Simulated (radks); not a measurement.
# Taking charge from the 2s level of Co¹⁹⁺ in fractions

What happens to E and to the 2s eigenvalue of Co¹⁹⁺ when a fraction of an electron is removed? The exact functional would give straight lines between whole numbers for a frontier level.

Method: Dirac Kohn-Sham, PBE, spin-unpolarised, spherical densities, finite nucleus; open shells fill j = l - 1/2 first. Code: radks (a radial shooting solver on a logarithmic mesh, Libxc functionals) version 1.

## 1. What is computed

* element: cobalt (Z = 27)
* charge: +19
* electrons: 8
* configuration: [He] 2s2 2p4
* nuclear rms radius: 3.7875 fm

In the logs a row gives level, spin channel, occupation and eigenvalue; Etot, Ekin, Encl (electron-nucleus), Eh (Hartree) and Exc are energies, all in hartree; err is the last residual, it the number of iterations.

## 2. Start: [He] 2s2 2p4

The run's settings:

```text
Z 27
configuration [He] 2s2 2p4
relativity Dirac
functional pbe,pbe
spin unpolarised
j_filling energy
nucleus finite rms 3.7875 fm
c 137.035999084
```

The log of the run:

```text
1s1/2   1   2.0000        -311.79485491
2s1/2   1   2.0000         -61.36547973
2p1/2   1   2.0000         -57.79625782
2p3/2   1   2.0000         -57.18291794
Etot -1140.559259535741
Ekin 1161.3688207860973
Encl -2441.0791415107474
Eh 174.44913218129204
Exc -35.298070992382826
err 1.7356219621742053e-09
it 13
```

2p3/2 is the highest filled level (-1556.0 eV).

Radial moments (bohr):

```csv
level,occupation,energy (eV),<r>,outermost maximum (interpolated),90 % within,nodes
1s1/2,2,-8484.4,0.05606,0.0367,0.100,0
2s1/2,2,-1669.8,0.2442,0.208,0.376,1
2p1/2,2,-1572.7,0.2105,0.164,0.342,0
2p3/2,2,-1556.0,0.2132,0.167,0.345,0
```

Radial density 4πr²ρ:

```csv
r (bohr),4πr²ρ (e/bohr)
0.00186,0.5974
0.00248,1.016
0.00334,1.733
0.00445,2.871
0.00593,4.660
0.00798,7.456
0.0106,11.36
0.0142,16.49
0.0191,22.66
0.0254,28.34
0.0339,31.80
0.0456,31.12
0.0609,26.50
0.0812,21.50
0.109,20.93
0.146,24.91
0.194,26.37
0.261,19.27
0.348,8.513
0.464,1.954
0.624,0.1756
0.833,0.005277
```

## 3. 0.25 electron removed from 2s

Input: that of step 2 with these lines changed.

```diff
@@ -1,3 +1,3 @@
 Z 27
-configuration [He] 2s2 2p4
+configuration [He] 2s1.75 2p4
 relativity Dirac
```

The log of the run:

```text
1s1/2   1   2.0000        -312.98439480
2s1/2   1   1.7500         -62.21519895
2p1/2   1   2.0000         -58.70550092
2p3/2   1   2.0000         -58.08736544
Etot -1125.1117203858096
Ekin 1145.5718448589944
Encl -2402.8305857793257
Eh 166.58375630746212
Exc -34.43673577294051
err 2.001538572641448e-09
it 13
```

Energy against step 2 (start: [He] 2s2 2p4): +420.349 eV. 2p3/2 is the highest filled level (-1580.6 eV).

## 4. 0.5 electron removed from 2s

Input: that of step 3 with these lines changed.

```diff
@@ -1,3 +1,3 @@
 Z 27
-configuration [He] 2s1.75 2p4
+configuration [He] 2s1.5 2p4
 relativity Dirac
```

The log of the run:

```text
1s1/2   1   2.0000        -314.18020151
2s1/2   1   1.5000         -63.06703882
2p1/2   1   2.0000         -59.61783217
2p3/2   1   2.0000         -58.99486328
Etot -1109.4514832973264
Ekin 1129.5564323287624
Encl -2364.3308770326066
Eh 158.9044173876281
Exc -33.581455981110196
err 2.035163328490519e-09
it 13
```

Energy against step 2 (start: [He] 2s2 2p4): +846.486 eV. Highest occupied level: 2p3/2 at -1605.3 eV.

## 5. 0.75 electron removed from 2s

Input: that of step 4 with these lines changed.

```diff
@@ -1,3 +1,3 @@
 Z 27
-configuration [He] 2s1.5 2p4
+configuration [He] 2s1.25 2p4
 relativity Dirac
```

The log of the run:

```text
1s1/2   1   2.0000        -315.38223322
2s1/2   1   1.2500         -63.92084460
2p1/2   1   2.0000         -60.53311888
2p3/2   1   2.0000         -59.90527727
Etot -1093.5780370980372
Ekin 1113.322005904307
Encl -2325.5804614129174
Eh 151.41317551730666
Exc -32.732757106733345
err 2.0757255898221022e-09
it 13
```

Energy against step 2 (start: [He] 2s2 2p4): +1278.4 eV. 2p3/2 is the highest filled level (-1630.1 eV).

## 6. 1 electron removed from 2s

Input: that of step 5 with these lines changed.

```diff
@@ -1,3 +1,3 @@
 Z 27
-configuration [He] 2s1.25 2p4
+configuration [He] 2s1 2p4
 relativity Dirac
```

The log of the run:

```text
1s1/2   1   2.0000        -316.59044575
2s1/2   1   1.0000         -64.77644334
2p1/2   1   2.0000         -61.45121257
2p3/2   1   2.0000         -60.81845726
Etot -1077.4909115239047
Ekin 1096.8680265362168
Encl -2286.579815932596
Eh 144.1120817807688
Exc -31.89120390829423
err 6.134362540591015e-10
it 13
```

Energy against step 2 (start: [He] 2s2 2p4): +1716.2 eV. 2p3/2 is the highest filled level (-1655.0 eV).

## 7. Summary of results

```csv
removed (e),E − E(0) (eV),eigenvalue (eV),E minus straight line (eV)
0,0.000,-1669.8,0.000
0.25,420.35,-1693.0,-8.695
0.5,846.49,-1716.1,-11.603
0.75,1278.4,-1739.4,-8.709
1,1716.2,-1762.7,0.000
```

In words: Removing the whole electron costs 1716.2 eV, against 1669.8 eV from minus the starting eigenvalue. Slater's transition state, half an electron removed, gives 1716.1 eV. The trapezoid integral of minus the eigenvalue gives 1716.2 eV over the range, against 1716.2 eV from the energies (Janak's theorem). The eigenvalue moves by 92.8 eV per electron. E bends below the straight line by 11.60 eV at 0.5 electron removed.
